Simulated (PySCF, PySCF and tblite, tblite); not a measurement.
# C₇H₅N: telling isomers apart by computed NMR, part 3 of 3

PySCF and tblite. Atoms count from 0.

### 18 Shieldings, isomer D, conformer 1: OPBE/def2-SVP

The job: settings as JSON, then the geometry in Å.

```
{"job": {"xc": "OPBE", "basis": "def2-SVP", "grid": 3, "kind": "nmr", "pop": false}, "charge": 0, "multiplicity": 1}
N      3.548848    -0.628119    -0.280044
C      2.423581    -0.428329    -0.190402
C      1.035057    -0.182492    -0.081192
C      0.147654    -1.252886     0.033182
C     -1.207755    -1.005843     0.138056
C     -1.681687     0.296953     0.128963
C     -0.799627     1.360485     0.015625
C      0.558521     1.128675    -0.089000
H      0.528441    -2.263656     0.038183
H     -1.897915    -1.831395     0.227230
H     -2.742055     0.484068     0.209910
H     -1.172712     2.373706     0.008940
H      1.255261     1.949320    -0.177177
```

The log of the run:

```text
coarse grid: 11768 points
cycle   1  E = -324.0423680192  dE =  1.096e+00  |g| = 4.837e-01  |ddm| = 4.838e+00
cycle   2  E = -323.8323464959  dE =  2.100e-01  |g| = 1.068e+00  |ddm| = 1.522e+00
cycle   3  E = -324.0794641166  dE = -2.471e-01  |g| = 3.206e-01  |ddm| = 1.080e+00
cycle   4  E = -324.1048229887  dE = -2.536e-02  |g| = 4.957e-02  |ddm| = 3.567e-01
cycle   5  E = -324.1053527474  dE = -5.298e-04  |g| = 1.944e-02  |ddm| = 1.081e-01
cycle   6  E = -324.1054520343  dE = -9.929e-05  |g| = 8.270e-03  |ddm| = 3.625e-02
cycle   7  E = -324.1054708658  dE = -1.883e-05  |g| = 2.586e-03  |ddm| = 1.246e-02
cycle   8  E = -324.1054724851  dE = -1.619e-06  |g| = 9.147e-04  |ddm| = 3.748e-03
final grid: 161768 points
cycle   9  E = -324.1194143014  dE = -3.913e-05  |g| = 8.003e-03  |ddm| = 7.018e-02
cycle  10  E = -324.1193882443  dE =  2.606e-05  |g| = 1.236e-02  |ddm| = 2.749e-02
cycle  11  E = -324.1194297882  dE = -4.154e-05  |g| = 3.380e-03  |ddm| = 1.932e-02
cycle  12  E = -324.1194330086  dE = -3.220e-06  |g| = 8.084e-04  |ddm| = 4.105e-03
cycle  13  E = -324.1194331031  dE = -9.443e-08  |g| = 4.589e-04  |ddm| = 1.119e-03
cycle  14  E = -324.1194331564  dE = -5.333e-08  |g| = 6.593e-05  |ddm| = 5.124e-04
cycle  15  E = -324.1194331574  dE = -1.040e-09  |g| = 1.959e-05  |ddm| = 9.324e-05
cycle  16  E = -324.1194331575  dE = -8.595e-11  |g| = 9.425e-06  |ddm| = 3.155e-05
converged SCF energy = -324.1194331575

GIAO shielding tensors (ppm)
atom      isotropic    diamagn.    paramagn.     s11        s22        s33       span
  0 N      -12.208     327.502    -339.710   -142.100   -133.800    239.277    381.378
  1 C       83.910     269.089    -185.179    -23.429     -7.815    282.974    306.403
  2 C       88.566     265.777    -177.210      1.513     80.850    183.335    181.822
  3 C       68.075     247.494    -179.419    -26.762     46.167    184.819    211.580
  4 C       73.030     249.804    -176.774    -22.735     51.208    190.615    213.350
  5 C       70.974     250.262    -179.288    -24.487     47.963    189.446    213.934
  6 C       73.028     249.809    -176.781    -22.738     51.208    190.614    213.352
  7 C       68.102     247.478    -179.376    -26.686     46.148    184.846    211.532
  8 H       24.063      31.883      -7.820     20.938     23.143     28.107      7.170
  9 H       24.279      30.451      -6.173     21.190     24.243     27.404      6.214
 10 H       24.264      30.341      -6.077     21.314     24.077     27.402      6.087
 11 H       24.278      30.449      -6.171     21.189     24.243     27.403      6.214
 12 H       24.064      31.878      -7.814     20.939     23.148     28.106      7.166
```

Wall time 24 s (1 thread of Arm Neoverse V1, shared host).

In short: HOMO -6.81 eV, LUMO -2.32 eV; dipole 4.33 D.

### 19 Single-point energy, isomer D, conformer 1: BLYP/6-31+G*

The job, as its differences from that of step 18:

```diff
@@ -1,2 +1,2 @@
-{"job": {"xc": "OPBE", "basis": "def2-SVP", "grid": 3, "kind": "nmr", "pop": false}, "charge": 0, "multiplicity": 1}
+{"job": {"xc": "BLYP", "basis": "6-31+G*", "kind": "sp"}, "charge": 0, "multiplicity": 1}
 N      3.548848    -0.628119    -0.280044
```

The log of the run:

```text
coarse grid: 11768 points
cycle   1  E = -324.3607850142  dE =  1.188e+00  |g| = 5.615e-01  |ddm| = 1.239e+01
cycle   2  E = -324.0940791619  dE =  2.667e-01  |g| = 1.199e+00  |ddm| = 1.080e+01
cycle   3  E = -324.4083549020  dE = -3.143e-01  |g| = 3.984e-01  |ddm| = 7.778e+00
cycle   4  E = -324.4467509076  dE = -3.840e-02  |g| = 6.174e-02  |ddm| = 1.182e+00
cycle   5  E = -324.4475612937  dE = -8.104e-04  |g| = 2.637e-02  |ddm| = 3.981e-01
cycle   6  E = -324.4477417811  dE = -1.805e-04  |g| = 1.203e-02  |ddm| = 2.451e-01
cycle   7  E = -324.4477820884  dE = -4.031e-05  |g| = 3.909e-03  |ddm| = 3.671e-02
cycle   8  E = -324.4477859147  dE = -3.826e-06  |g| = 1.085e-03  |ddm| = 1.391e-02
final grid: 116312 points
cycle   9  E = -324.3663016023  dE = -2.567e-05  |g| = 8.735e-03  |ddm| = 3.664e-01
cycle  10  E = -324.3662763879  dE =  2.521e-05  |g| = 1.284e-02  |ddm| = 1.222e-01
cycle  11  E = -324.3663213478  dE = -4.496e-05  |g| = 2.624e-03  |ddm| = 6.514e-02
cycle  12  E = -324.3663234426  dE = -2.095e-06  |g| = 6.821e-04  |ddm| = 1.308e-02
cycle  13  E = -324.3663235494  dE = -1.068e-07  |g| = 2.186e-04  |ddm| = 2.395e-03
cycle  14  E = -324.3663235576  dE = -8.221e-09  |g| = 1.193e-04  |ddm| = 7.390e-04
cycle  15  E = -324.3663235610  dE = -3.332e-09  |g| = 1.454e-05  |ddm| = 5.447e-04
cycle  16  E = -324.3663235610  dE = -4.968e-11  |g| = 4.813e-06  |ddm| = 7.628e-05
converged SCF energy = -324.3663235610
```

Run time: 21 s. Hardware: 1 thread of Arm Neoverse V1, shared host.

Key values: HOMO -6.60 eV, LUMO -2.22 eV; dipole 4.66 D.

### 20 Boltzmann average, isomer D: properties at OPBE/def2-SVP

The job: settings as JSON, then the geometry in Å.

```
{"job": {"study": "conf", "smiles": "N#Cc1ccccc1", "search": {"seed": 5580, "n_embed": 45, "ff_keep": 10, "window": 2.5, "nmax": 6, "temps": [250, 298.15, 350], "t_ref": 298.15, "order": 0.002}, "level": {"nmr": {"xc": "OPBE", "basis": "def2-SVP", "grid": 3}, "sp": {"xc": "BLYP", "basis": "6-31+G*"}, "change": "OPBE/def2-SVP; energies BLYP/6-31+G*; grid level 3"}, "kind": "conf"}, "charge": 0, "multiplicity": 1}
N      3.548848    -0.628119    -0.280044
C      2.423581    -0.428329    -0.190402
C      1.035057    -0.182492    -0.081192
C      0.147654    -1.252886     0.033182
C     -1.207755    -1.005843     0.138056
C     -1.681687     0.296953     0.128963
C     -0.799627     1.360485     0.015625
C      0.558521     1.128675    -0.089000
H      0.528441    -2.263656     0.038183
H     -1.897915    -1.831395     0.227230
H     -2.742055     0.484068     0.209910
H     -1.172712     2.373706     0.008940
H      1.255261     1.949320    -0.177177
```

The log of the run:

```text
conformer  sym    E(xTB)   E(DFT)   G(298.15 K)  weight  dipole/D
    1     C2v     0.000    0.000    0.000   1.0000    4.663

mean shielding (ppm) by class
class atoms           250 K   298.15 K      350 K
  0 N  0            -12.208    -12.208    -12.208
  1 C  1              83.91      83.91      83.91
  2 C  2             88.566     88.566     88.566
  3 C  3,7           68.089     68.089     68.089
  4 C  4,6           73.029     73.029     73.029
  5 C  5             70.974     70.974     70.974
  6 H  8,12          24.063     24.063     24.063
  7 H  9,11          24.279     24.279     24.279
  8 H  10            24.264     24.264     24.264
```

It took 46 s on 1 thread of Arm Neoverse V1, shared host. This counts the runs that the step sums up.

Against the first level, at 298 K (shieldings, ppm; largest changes first):

```tsv
atoms	B97-2/pcSseg-1 in chloroform	OPBE/def2-SVP	change
C1	61.2	83.9	+22.7
C5	49.2	71.0	+21.8
C3, C7	48.5	68.1	+19.6
C4, C6	54.0	73.0	+19.0
C2	73.9	88.6	+14.6
N0	-24.7	-12.2	+12.4
H10	23.76	24.26	+0.51
H9, H11	23.89	24.28	+0.39
H8, H12	23.68	24.06	+0.39
```

Weights: from B3LYP/def2-SVP in chloroform energies 1: 100 %; from BLYP/6-31+G* energies 1: 100 % (with a dispersion term where the level has one and the same thermal terms, so they don't follow from the SCF energies alone). Times: 26 s and 46 s.

### 21 Which isomer fits the signals?

The job: settings as JSON, then the geometry in Å.

```
{"job": {"study": "set", "relation": "constitutional isomers", "members": [{"smiles": "[CH2:1]=[C:2]1[CH:3]=[CH:4][C:5]([C:6]#[N:7])=[CH:8]1"}, {"smiles": "[CH:1]#[C:2][c:3]1[cH:4][cH:5][cH:6][n:7][cH:8]1"}, {"smiles": "[N:1]#[C:2][CH:3]=[C:4]1[CH:5]=[CH:6][CH:7]=[CH:8]1"}, {"smiles": "[N:1]#[C:2][c:3]1[cH:4][cH:5][cH:6][cH:7][cH:8]1"}], "charge": 0, "search": {"seed": 5580, "n_embed": 45, "ff_keep": 10, "window": 2.5, "nmax": 6, "temps": [250, 298.15, 350], "t_ref": 298.15, "order": 0.002}, "level": {"nmr": {"xc": "B97-2", "basis": "pcSseg-1", "solvent": "chloroform"}, "sp": {"xc": "B3LYP", "basis": "def2-SVP", "solvent": "chloroform"}}, "dp4": {"C": [1.5, 10], "H": [0.15, 10]}, "second_levels": [{"nmr": {"xc": "OPBE", "basis": "def2-SVP", "grid": 3}, "wide": true, "sp": {"xc": "BLYP", "basis": "6-31+G*"}, "change": "OPBE/def2-SVP; energies BLYP/6-31+G*; grid level 3"}], "kind": "set"}, "charge": 0, "multiplicity": 1}
C     -2.221753    -0.375480    -0.538828
C     -0.968504    -0.064475    -0.194484
C     -0.496878     1.186132     0.400988
C      0.827489     1.097481     0.592526
C      1.277891    -0.219789     0.128493
C      2.610549    -0.652208     0.179802
N      3.705127    -0.994790     0.227276
C      0.208915    -0.910490    -0.339489
H     -2.466127    -1.330530    -0.973456
H     -3.034166     0.317088    -0.394720
H     -1.137342     2.015680     0.632549
H      1.488088     1.834964     1.009856
H      0.202322    -1.903096    -0.748241
```

The log of the run:

```text
isomer  G rel   conformers  SMILES
A    33.091      1   C=C1C=CC(C#N)=C1
B    37.766      1   C#Cc1cccnc1
C    35.430      1   N#CC=C1C=CC=C1
D     0.000      1   N#Cc1ccccc1

signals of isomer D at the second level: probabilities [0.00016, 0.0, 0.0, 0.99984]
```

Wall time 2.7 min (1 thread of Arm Neoverse V1, shared host). This counts the whole study up to here.

The 4 candidates (constitutional isomers), with energies and dipoles from their ensembles above, at 298 K; shieldings at B97-2/pcSseg-1 in chloroform:

```tsv
isomer	SMILES	conformers	ΔE	ΔG	μ rms (D)
A	C=C1C=CC(C#N)=C1	1	35.14	33.09	6.34
B	C#Cc1cccnc1	1	39.54	37.77	2.35
C	N#CC=C1C=CC=C1	1	37.44	35.43	4.39
D	N#Cc1ccccc1	1	0.00	0.00	5.33
```

Energies in kcal/mol.

The signals of isomer D, computed at a second level (OPBE/def2-SVP), stand in for a spectrum. The test takes 7 C values, 5 H values (hydrogens on carbon alone). Each candidate's shieldings are matched to them as sorted lists by a straight-line fit, or by a shift alone where signals are few or close (slope 1; a small slope inflates the errors), and the errors are weighed by Student-t tails (C: width 1.5 ppm, H: width 0.15 ppm).

```tsv
candidate	C slope	C mean error	C largest	H slope	H mean error	H largest	P(C)	P(H)	P(all)
A	1.50	2.3	6.2	1.00	0.12	0.19	0.2	4.9	0.0
B	3.56	1.8	3.5	1.00	1.62	4.05	21.1	0.0	0.0
C	2.06	3.9	9.9	1.00	0.23	0.41	0.0	0.0	0.0
D	1.12	1.5	3.8	1.00	0.04	0.09	78.6	95.0	100.0
```

Errors in ppm, probabilities in per cent.

### 22 Summary of results

The summary covers parts 1 to 3.

| quantity | value |
| --- | --- |
| conformers, isomer A | 1; the first in weight is no. 1 (Cs), 100 % at 298 K |
| root-mean-square dipole, isomer A | 6.34 D |
| averaged 13C shifts, isomer A (B97-2/pcSseg-1 in chloroform) | 154.1, 145.0, 144.2, 137.8, 129.8, 122.6, 118.0 ppm |
| averaged 1H shifts, isomer A (B97-2/pcSseg-1 in chloroform) | 7.24, 6.94, 6.91, 6.87, 6.65 ppm |
| conformers, isomer B | 1; the first in weight is no. 1 (Cs), 100 % at 298 K |
| root-mean-square dipole, isomer B | 2.35 D |
| averaged 13C shifts, isomer B (B97-2/pcSseg-1 in chloroform) | 157.8, 152.8, 145.9, 126.7, 120.5, 89.5, 84.5 ppm |
| averaged 1H shifts, isomer B (B97-2/pcSseg-1 in chloroform) | 9.07, 8.90, 8.27, 7.63, 3.29 ppm |
| conformers, isomer C | 1; the first in weight is no. 1 (Cs), 100 % at 298 K |
| root-mean-square dipole, isomer C | 4.39 D |
| averaged 13C shifts, isomer C (B97-2/pcSseg-1 in chloroform) | 169.5, 145.0, 143.8, 128.3, 126.0, 122.8, 107.8 ppm |
| averaged 1H shifts, isomer C (B97-2/pcSseg-1 in chloroform) | 6.89, 6.89, 6.64, 6.30, 6.06 ppm |
| conformers, isomer D | 1; the first in weight is no. 1 (C2v), 100 % at 298 K |
| root-mean-square dipole, isomer D | 5.33 D |
| averaged 13C shifts, isomer D (B97-2/pcSseg-1 in chloroform) | 138.3, 137.6, 132.8, 125.6, 112.9 ppm |
| averaged 1H shifts, isomer D (B97-2/pcSseg-1 in chloroform) | 8.13, 8.05, 7.92 ppm |
| lowest in free energy | isomer D |
| signals of D (OPBE/def2-SVP) | best fit D, 100 % |

The search found one conformer for isomer A in the window, so the averages are its own values. The search found one conformer for isomer B in the window, so the averages are its own values. The search found one conformer for isomer C in the window, so the averages are its own values. The search found one conformer for isomer D in the window, so the averages are its own values. Going from B97-2/pcSseg-1 in chloroform to OPBE/def2-SVP moves C1 of isomer D most, by 22.7 ppm of raw shielding. The test names the right isomer, D, with 100 %. The stand-in spectrum is computed, so it shares geometries and errors with the candidates; a measured one would test harder.
